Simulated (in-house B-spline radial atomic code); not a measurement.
# Nb²⁵⁺: excited configurations

Aim: the energies of several excited configurations of Nb²⁵⁺ above a reference configuration, each from its own self-consistent run.

The numbers are computed with in-house B-spline radial atomic code version 1 (Dirac-Hartree-Fock, average of configuration, Fermi nucleus, basis-set limit), except any that are marked as measured or tabulated.

## Step 1: The atom as given

| Item | Value |
| --- | --- |
| element | niobium (Z = 41) |
| charge | +25 |
| electrons | 16 |
| configuration | [Ne] 3s2 3p4 |
| Hamiltonian | Dirac-Coulomb |
| nucleus | Fermi, rms radius 4.324 fm |

Outer shells as boxes (Hund's rule):

[Ne] 3s2 3p4
```
[Ne] core
3s [↑↓]
3p [↑↓][↑ ][↑ ]
```

The boxes draw the filling by Hund's rule, which heavy ions in jj coupling don't follow; these runs average over all states of the configuration.

Input settings:

```ini
Z = 41
electrons = 16.0
configuration = [Ne] 3s2 3p4
hamiltonian = dirac
method = hf
spin_polarised = False
nucleus = fermi
rms_radius = 4.324
mass_number = 93
atomic_mass = 92.90637317
speed_of_light = 137.035999084
```

From the earlier run of the reference: total energy -3404.188155 hartree. Levels, eight at most:

```csv
orbital,occupation,energy (eV),<r> (bohr)
1s1/2,2,-20253.1,0.03608
2s1/2,2,-3861.20,0.1554
2p1/2,2,-3633.41,0.1329
2p3/2,4,-3535.11,0.1372
3s1/2,2,-1396.37,0.3918
3p1/2,1.33333,-1316.91,0.3781
3p3/2,2.66667,-1294.93,0.3848
```

## Step 2: Configuration [Ne] 3s1 3p4 3d1

Input settings:

```ini
Z = 41
electrons = 16.0
configuration = [Ne] 3s1 3p4 3d1
hamiltonian = dirac
method = hf
spin_polarised = False
nucleus = fermi
rms_radius = 4.324
mass_number = 93
atomic_mass = 92.90637317
speed_of_light = 137.035999084
```

## Step 3: Run with [Ne] 3s1 3p4 4p1

Changes to the settings of step 2:

```diff
@@ -2,3 +2,3 @@
 electrons = 16.0
-configuration = [Ne] 3s1 3p4 3d1
+configuration = [Ne] 3s1 3p4 4p1
 hamiltonian = dirac
```

## Step 4: Configuration [He] 2s2 2p5 3s2 3p4 4p1

Changes to the settings of step 3:

```diff
@@ -2,3 +2,3 @@
 electrons = 16.0
-configuration = [Ne] 3s1 3p4 4p1
+configuration = [He] 2s2 2p5 3s2 3p4 4p1
 hamiltonian = dirac
```

## Step 5: Configuration [He] 2s2 2p5 3s2 3p4 3d1

Changes to the settings of step 4:

```diff
@@ -2,3 +2,3 @@
 electrons = 16.0
-configuration = [He] 2s2 2p5 3s2 3p4 4p1
+configuration = [He] 2s2 2p5 3s2 3p4 3d1
 hamiltonian = dirac
```

## Step 6: Configuration [He] 2s2 2p5 3s2 3p4 7g1

Changes to the settings of step 5:

```diff
@@ -2,3 +2,3 @@
 electrons = 16.0
-configuration = [He] 2s2 2p5 3s2 3p4 3d1
+configuration = [He] 2s2 2p5 3s2 3p4 7g1
 hamiltonian = dirac
```

Before running: How far above the reference does each configuration lie (order and size, in eV)?

As calculated:

| net move | configuration | energy above the reference (eV) | with Breit, QED, recoil (eV) | largest <r> (bohr) |
| --- | --- | --- | --- | --- |
| 3s → 3d | [Ne] 3s1 3p4 3d1 | 216.70 | 215.81 | 0.392 |
| 3s → 4p | [Ne] 3s1 3p4 4p1 | 721.26 | 720.43 | 0.760 |
| 2p → 3d | [He] 2s2 2p5 3s2 3p4 3d1 | 2358.46 | 2354.79 | 0.388 |
| 2p → 4p | [He] 2s2 2p5 3s2 3p4 4p1 | 2879.83 | 2876.24 | 0.754 |
| 2p → 7g | [He] 2s2 2p5 3s2 3p4 7g1 | 3371.58 | 3367.71 | 2.43 |

Quantum defects of the promoted electron, δ = n − ζ/√(−2ε) with ζ = 26 and ε its orbital energy in hartree:

| promotion | δ |
| --- | --- |
| 3s → 4p | 0.307 |
| 2p → 4p | 0.323 |
| 2p → 7g | 0.016 |

At the bottom stands 3s → 3d (216.70 eV), at the top 2p → 7g (3371.58 eV). Koopmans' estimate of the ionisation threshold is 1294.93 eV; 3 configurations exceed it by over 2 % and could autoionise. Of those tabulated, the defect is largest for 4p (0.32) and least for 7g (0.02); at this charge much of the defect is relativistic. Two partly filled shells share a symmetry and can mix in the average, which may lower the energy, for: 3s → 4p; 2p → 3d; 2p → 4p; 2p → 7g. These are averages over configurations, without correlation, not spectroscopic levels.
